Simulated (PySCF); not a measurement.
# GaH₇O₂Si₂: NMR shifts at several levels of theory

How much do the NMR shifts of GaH₇O₂Si₂ (`[SiH3][O][GaH][O][SiH3]`) depend on the level of theory, and what does each level cost?

Computed with PySCF 2.14.0, with density-fitted response routines of our own, on a single molecule in the gas phase. Atoms are numbered from 0 throughout.

### Step 1. The molecule as given

12 atoms, charge 0, multiplicity 1; geometry from: PBE0-D3(BJ)/def2-SVP.

Bonds of the start (Å): Si0–O1 1.66, O1–Ga2 1.77, Ga2–O3 1.77, O3–Si4 1.65, Si0–H5 1.50, Si0–H6 1.50, Si0–H7 1.49, Ga2–H8 1.54, Si4–H9 1.49, Si4–H10 1.50, Si4–H11 1.50.

### Step 2. Shielding tensors: PBE0/6-31G*

The job: settings as JSON, then the geometry in Å.

```
{"job": {"kind": "nmr", "xc": "PBE0", "basis": "6-31G*", "pop": true}, "charge": 0, "multiplicity": 1}
Si    -2.025143     0.254258    -0.395708
O     -1.592538    -0.046149     1.174341
Ga    -0.197323    -0.374705     2.220793
O      1.383618    -0.356886     1.416262
Si     2.148958    -0.045442    -0.017678
H     -1.807741    -0.954277    -1.249953
H     -1.229138     1.386184    -0.967014
H     -3.472083     0.618966    -0.434221
H     -0.349234    -0.658913     3.726930
H      3.351343    -0.922458    -0.132005
H      1.246111    -0.313105    -1.182392
H      2.582741     1.384107    -0.075994
```

With the program's defaults for keys left out, this is: GIAO PBE0/6-31G* NMR shielding, non-relativistic, gas phase.

The run is started by

```
OMP_NUM_THREADS=1 python probes_run.py task.json out
```

The driver reads the jobs from task.json and runs them one after another.

Output:

```text
coarse grid: 47904 points
cycle   1  E = -2657.3651159626  dE = -2.370e-01  |g| = 1.170e+00  |ddm| = 3.243e+00
cycle   2  E = -2656.6420743131  dE =  7.230e-01  |g| = 2.211e+00  |ddm| = 2.444e+00
cycle   3  E = -2657.6095501399  dE = -9.675e-01  |g| = 1.392e-01  |ddm| = 1.783e+00
cycle   4  E = -2657.6122348581  dE = -2.685e-03  |g| = 9.075e-02  |ddm| = 1.505e-01
cycle   5  E = -2657.6130555700  dE = -8.207e-04  |g| = 6.648e-03  |ddm| = 4.248e-02
cycle   6  E = -2657.6130692963  dE = -1.373e-05  |g| = 1.217e-03  |ddm| = 9.572e-03
cycle   7  E = -2657.6130696556  dE = -3.593e-07  |g| = 5.438e-04  |ddm| = 1.895e-03
final grid: 97168 points
cycle   8  E = -2657.6130946555  dE =  8.880e-08  |g| = 9.544e-04  |ddm| = 1.395e-03
cycle   9  E = -2657.6130941686  dE =  4.869e-07  |g| = 1.845e-03  |ddm| = 1.963e-03
cycle  10  E = -2657.6130948367  dE = -6.681e-07  |g| = 4.957e-05  |ddm| = 1.282e-03
cycle  11  E = -2657.6130948373  dE = -6.166e-10  |g| = 1.348e-05  |ddm| = 6.321e-05
converged SCF energy = -2657.6130948373

GIAO shielding tensors (ppm)
atom      isotropic    diamagn.    paramagn.     s11        s22        s33       span
  0 Si     425.876     879.430    -453.554    383.782    397.226    496.620    112.838
  1 O      268.335     387.067    -118.732    186.486    294.157    324.364    137.878
  2 Ga    1712.025    2641.836    -929.811   1482.294   1773.869   1879.912    397.618
  3 O      268.183     387.320    -119.136    192.094    291.641    320.816    128.722
  4 Si     427.671     879.797    -452.126    386.272    395.359    501.381    115.109
  5 H       26.554      30.262      -3.707     23.361     24.842     31.461      8.100
  6 H       26.474      30.988      -4.515     23.127     25.321     30.974      7.847
  7 H       26.625      28.318      -1.694     23.188     24.682     32.003      8.815
  8 H       26.199      26.787      -0.588     19.366     19.802     39.429     20.063
  9 H       26.601      28.559      -1.958     23.237     24.624     31.941      8.704
 10 H       26.368      31.886      -5.518     22.602     26.021     30.481      7.880
 11 H       26.548      29.516      -2.968     23.318     24.623     31.702      8.384
```

It took 9.8 s on 1 thread of Arm Neoverse V2, shared host; peak memory 0.66 GiB.

Shifts follow as δ = σ(reference) − σ, with reference shieldings (ppm) from runs at the same level and on the same kind of geometry: ¹H TMS 31.96, ²⁹Si TMS 418.1, ¹⁷O H2O 324.2, ⁷¹Ga GaH4- 1880. The references are single molecules in the gas phase, so shifts against H2O, NH3, PH3, H3PO4 or CFCl3 are not on the usual liquid scales and can be off by tens of ppm. Shifts against hydride references such as AlH4− lie on their own scale. Atoms listed in one row are averaged.

```csv
atoms,environment,σ (ppm),δ (ppm)
H8,hydrogen on a Ga bonded to 2 O,26.20,5.76
"H5, H6, H7, H9, H10, H11",hydrogen on a silicon bonded to O,26.53,5.43
"Si0, Si4","silicon bonded to O, 3 H",426.8,-8.7
"O1, O3","oxygen bonded to Ga, Si",268.3,55.9
Ga2,"Ga bonded to 2 O, H",1712,168
```

The run also stored atomic charges by several schemes (e):

```csv
atoms,Mulliken,IAO,Hirshfeld,ESP fit
"Si0, Si4",0.60,0.83,0.35,0.66
"O1, O3",-0.69,-0.83,-0.37,-0.65
Ga2,0.65,0.93,0.58,0.96
```

Mayer bond orders: Si0–O1 0.95, O1–Ga2 0.97, Ga2–O3 0.96, O3–Si4 0.95.

### Step 3. Shielding tensors: PBE0/def2-SVP

Same as in step 2 but for these lines:

```diff
@@ -1,2 +1,2 @@
-{"job": {"kind": "nmr", "xc": "PBE0", "basis": "6-31G*", "pop": true}, "charge": 0, "multiplicity": 1}
+{"job": {"kind": "nmr", "xc": "PBE0", "basis": "def2-SVP", "pop": true}, "charge": 0, "multiplicity": 1}
 Si    -2.025143     0.254258    -0.395708
```

Method: GIAO PBE0/def2-SVP NMR shielding, non-relativistic, gas phase.

Output:

```text
coarse grid: 47904 points
cycle   1  E = -2657.1528938281  dE = -2.836e-01  |g| = 1.157e+00  |ddm| = 3.386e+00
cycle   2  E = -2656.4586422121  dE =  6.943e-01  |g| = 2.171e+00  |ddm| = 2.444e+00
cycle   3  E = -2657.3922838009  dE = -9.336e-01  |g| = 1.379e-01  |ddm| = 1.787e+00
cycle   4  E = -2657.3951694186  dE = -2.886e-03  |g| = 8.449e-02  |ddm| = 1.616e-01
cycle   5  E = -2657.3959595650  dE = -7.901e-04  |g| = 7.005e-03  |ddm| = 4.652e-02
cycle   6  E = -2657.3959740446  dE = -1.448e-05  |g| = 1.141e-03  |ddm| = 1.057e-02
cycle   7  E = -2657.3959743850  dE = -3.404e-07  |g| = 4.321e-04  |ddm| = 1.945e-03
final grid: 97168 points
cycle   8  E = -2657.3960093254  dE =  1.967e-08  |g| = 6.842e-04  |ddm| = 1.354e-03
cycle   9  E = -2657.3960090907  dE =  2.347e-07  |g| = 1.295e-03  |ddm| = 1.428e-03
cycle  10  E = -2657.3960094194  dE = -3.287e-07  |g| = 5.667e-05  |ddm| = 9.171e-04
cycle  11  E = -2657.3960094201  dE = -7.553e-10  |g| = 1.483e-05  |ddm| = 7.051e-05
converged SCF energy = -2657.3960094201

GIAO shielding tensors (ppm)
atom      isotropic    diamagn.    paramagn.     s11        s22        s33       span
  0 Si     449.483     879.216    -429.733    410.061    418.771    519.618    109.557
  1 O      275.263     394.596    -119.333    197.891    297.379    330.517    132.626
  2 Ga    1640.773    2640.567    -999.794   1419.630   1661.127   1841.563    421.933
  3 O      274.129     394.973    -120.845    200.099    293.869    328.417    128.318
  4 Si     450.292     879.639    -429.347    410.660    417.273    522.942    112.282
  5 H       26.122      30.797      -4.676     23.015     24.469     30.881      7.866
  6 H       26.040      31.614      -5.573     22.720     24.984     30.417      7.697
  7 H       26.239      28.221      -1.982     22.877     24.306     31.534      8.657
  8 H       26.205      27.043      -0.838     19.495     20.045     39.073     19.578
  9 H       26.229      28.592      -2.363     22.948     24.247     31.492      8.544
 10 H       25.907      32.523      -6.616     22.144     25.696     29.882      7.738
 11 H       26.179      29.865      -3.686     23.064     24.235     31.238      8.174
```

Wall time 11 s (1 thread of Arm Neoverse V2, shared host); peak memory 0.76 GiB.

Key values: δ Si0 -42.7, O1 68.3, Ga2 179, H5 5.22, H8 5.14 ppm (means over like atoms).

### Step 4. NMR shieldings: PBE0/def2-TZVP

Same as in step 3 but for these lines:

```diff
@@ -1,2 +1,2 @@
-{"job": {"kind": "nmr", "xc": "PBE0", "basis": "def2-SVP", "pop": true}, "charge": 0, "multiplicity": 1}
+{"job": {"kind": "nmr", "xc": "PBE0", "basis": "def2-TZVP", "pop": true}, "charge": 0, "multiplicity": 1}
 Si    -2.025143     0.254258    -0.395708
```

Level: GIAO PBE0/def2-TZVP NMR shielding, non-relativistic, gas phase.

Output:

```text
coarse grid: 47904 points
cycle   1  E = -2657.7634078049  dE = -2.493e-01  |g| = 1.357e+00  |ddm| = 2.653e+00
cycle   2  E = -2656.9290237876  dE =  8.344e-01  |g| = 2.501e+00  |ddm| = 1.945e+00
cycle   3  E = -2658.0330797702  dE = -1.104e+00  |g| = 2.257e-01  |ddm| = 1.451e+00
cycle   4  E = -2658.0403483297  dE = -7.269e-03  |g| = 1.132e-01  |ddm| = 1.668e-01
cycle   5  E = -2658.0414910470  dE = -1.143e-03  |g| = 1.166e-02  |ddm| = 4.935e-02
cycle   6  E = -2658.0415161001  dE = -2.505e-05  |g| = 2.356e-03  |ddm| = 1.052e-02
cycle   7  E = -2658.0415171825  dE = -1.082e-06  |g| = 6.636e-04  |ddm| = 2.279e-03
final grid: 97168 points
cycle   8  E = -2658.0414988869  dE =  2.873e-08  |g| = 1.137e-03  |ddm| = 1.850e-03
cycle   9  E = -2658.0414982778  dE =  6.090e-07  |g| = 2.178e-03  |ddm| = 1.647e-03
cycle  10  E = -2658.0414991238  dE = -8.460e-07  |g| = 1.111e-04  |ddm| = 1.051e-03
cycle  11  E = -2658.0414991264  dE = -2.561e-09  |g| = 2.905e-05  |ddm| = 9.389e-05
cycle  12  E = -2658.0414991264  dE = -8.640e-11  |g| = 6.020e-06  |ddm| = 1.543e-05
converged SCF energy = -2658.0414991264

GIAO shielding tensors (ppm)
atom      isotropic    diamagn.    paramagn.     s11        s22        s33       span
  0 Si     368.655     879.925    -511.271    317.514    334.037    454.412    136.898
  1 O      264.095     375.010    -110.915    192.054    287.969    312.261    120.207
  2 Ga    1559.090    2646.583   -1087.493   1343.342   1588.241   1745.688    402.345
  3 O      262.673     375.010    -112.337    191.742    284.356    311.922    120.180
  4 Si     370.146     879.742    -509.595    320.303    332.091    458.046    137.743
  5 H       25.974      30.467      -4.493     22.977     24.234     30.711      7.734
  6 H       25.878      31.154      -5.276     22.693     24.638     30.303      7.610
  7 H       26.077      28.478      -2.401     22.898     24.169     31.164      8.266
  8 H       26.244      27.443      -1.200     19.662     20.334     38.735     19.073
  9 H       26.072      28.721      -2.649     22.982     24.092     31.141      8.159
 10 H       25.749      31.964      -6.215     22.225     25.205     29.817      7.592
 11 H       26.021      29.744      -3.723     23.123     23.950     30.989      7.867
```

It took 26 s on 1 thread of Arm Neoverse V2, shared host; peak memory 1 GiB.

Key values: δ Si0 -37.8, O1 69.2, Ga2 187, H5 5.52, H8 5.24 ppm (means over like atoms).

### Step 5. Shielding tensors: PBE0/cc-pVDZ

Same as in step 4 but for these lines:

```diff
@@ -1,2 +1,2 @@
-{"job": {"kind": "nmr", "xc": "PBE0", "basis": "def2-TZVP", "pop": true}, "charge": 0, "multiplicity": 1}
+{"job": {"kind": "nmr", "xc": "PBE0", "basis": "cc-pVDZ", "pop": true}, "charge": 0, "multiplicity": 1}
 Si    -2.025143     0.254258    -0.395708
```

Level: GIAO PBE0/cc-pVDZ NMR shielding, non-relativistic, gas phase.

Output:

```text
coarse grid: 47904 points
cycle   1  E = -2657.6696906242  dE = -1.937e-01  |g| = 1.084e+00  |ddm| = 6.041e+00
cycle   2  E = -2656.9884727328  dE =  6.812e-01  |g| = 2.089e+00  |ddm| = 4.152e+00
cycle   3  E = -2657.8979067226  dE = -9.094e-01  |g| = 8.625e-02  |ddm| = 2.713e+00
cycle   4  E = -2657.8997404372  dE = -1.834e-03  |g| = 2.737e-02  |ddm| = 2.345e-01
cycle   5  E = -2657.8999481782  dE = -2.077e-04  |g| = 2.231e-03  |ddm| = 8.684e-02
cycle   6  E = -2657.8999495751  dE = -1.397e-06  |g| = 8.836e-04  |ddm| = 8.261e-03
final grid: 97168 points
cycle   7  E = -2657.8999683160  dE =  5.996e-08  |g| = 1.195e-03  |ddm| = 4.618e-03
cycle   8  E = -2657.8999676925  dE =  6.235e-07  |g| = 2.161e-03  |ddm| = 4.714e-03
cycle   9  E = -2657.8999686094  dE = -9.169e-07  |g| = 1.826e-04  |ddm| = 2.754e-03
cycle  10  E = -2657.8999686177  dE = -8.281e-09  |g| = 6.396e-06  |ddm| = 4.868e-04
cycle  11  E = -2657.8999686177  dE = -7.731e-12  |g| = 3.651e-06  |ddm| = 2.037e-05
converged SCF energy = -2657.8999686177

GIAO shielding tensors (ppm)
atom      isotropic    diamagn.    paramagn.     s11        s22        s33       span
  0 Si     448.733     880.860    -432.127    407.401    419.743    519.054    111.653
  1 O      275.213     388.526    -113.313    194.960    300.860    329.820    134.860
  2 Ga    1725.411    2641.111    -915.700   1555.720   1738.575   1881.939    326.219
  3 O      274.014     388.820    -114.806    196.714    297.376    327.952    131.238
  4 Si     449.513     881.156    -431.643    407.983    417.430    523.127    115.144
  5 H       26.110      30.500      -4.390     22.879     24.422     31.029      8.150
  6 H       26.023      31.219      -5.196     22.591     24.941     30.537      7.946
  7 H       26.159      28.449      -2.290     22.584     24.243     31.651      9.067
  8 H       26.024      27.297      -1.273     19.183     19.840     39.050     19.867
  9 H       26.155      28.734      -2.578     22.674     24.181     31.611      8.937
 10 H       25.918      32.040      -6.122     22.043     25.676     30.036      7.993
 11 H       26.141      29.756      -3.615     22.859     24.187     31.377      8.518
```

It took 12 s on 1 thread of Arm Neoverse V2, shared host; peak memory 0.72 GiB.

Key values: δ Si0 -30.5, O1 68.7, Ga2 167, H8 5.27, H5 5.21 ppm (means over like atoms).

[end of part 1 of 2]
